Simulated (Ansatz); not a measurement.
Run this with Ansatz's Python interface and show what comes out.

`h2te.xyz`
```text
3

Te    0.65270   -0.51070    0.29330
H     0.24660    1.23080    0.27140
H    -0.91020   -0.78500   -0.57800
```

Script `states_h2te.py`:
```python
'''Restricted and unrestricted solutions of H2Te, stretched and not.'''

import ansatz as az
import numpy as np

h2te = az.Crystal.molecule_from_extxyz('h2te.xyz')
symbols = [site.symbol for site in h2te.cartesian_sites]

start = np.array([site.position_ang for site in h2te.cartesian_sites])
for factor in [1.0, 1.25, 1.6]:
    xyz = (start - start.mean(axis=0)) * factor
    scaled = az.Crystal.molecule()
    for symbol, place in zip(symbols, xyz):
        scaled = scaled.atom(symbol, place.tolist())
    job = (
        scaled.calculation()
        .basis(gaussian='def2-SVP')  # atom-centred Gaussian functions
        .functional('HF')
        .spin('collinear')
    )
    for search in ('off', 'standard'):
        try:
            r = job.scf(lower_state_search=search).run().report
        except az.AnsatzError as error:
            print(f'x{factor} search {search}: {type(error).__name__}')
            continue
        state = r['mean_field']['state']
        print(f'all distances x{factor}, search {search:8s} E = {r["free_energy_ev"]:.5f} eV  <S^2> = {abs(state["spin_squared"]):.3f}  other states met: {len(r["mean_field"]["others"])}')
```

```console
$ python states_h2te.py
all distances x1.0, search off      E = -7296.10122 eV  <S^2> = 0.000  other states met: 0
all distances x1.0, search standard E = -7296.10122 eV  <S^2> = 0.000  other states met: 0
all distances x1.25, search off      E = -7293.20205 eV  <S^2> = 0.000  other states met: 0
all distances x1.25, search standard E = -7293.63854 eV  <S^2> = 0.909  other states met: 4
all distances x1.6, search off      E = -7289.01452 eV  <S^2> = 0.000  other states met: 0
all distances x1.6, search standard E = -7292.68786 eV  <S^2> = 1.815  other states met: 12
```

Caveats:
- Total energies depend on the basis set; only differences at equal settings carry meaning.
- The count of other states can hold repeated and symmetry-equivalent ends of the search; scaling all distances is a test, and for more than two atoms no physical path.
- The geometry comes from a force field and isn't relaxed at this level.
- def2 sets replace the cores of elements past krypton by effective core potentials.
- The expectation value of S² is noticeably off S(S+1) in at least one run, so that state is spin-contaminated.
- Finished in 3.7 s on 1 thread of Arm Neoverse V1, with other jobs on the host, peak memory 0.15 GiB.

(Lines on the test bed's own set-up are left out of the output.)
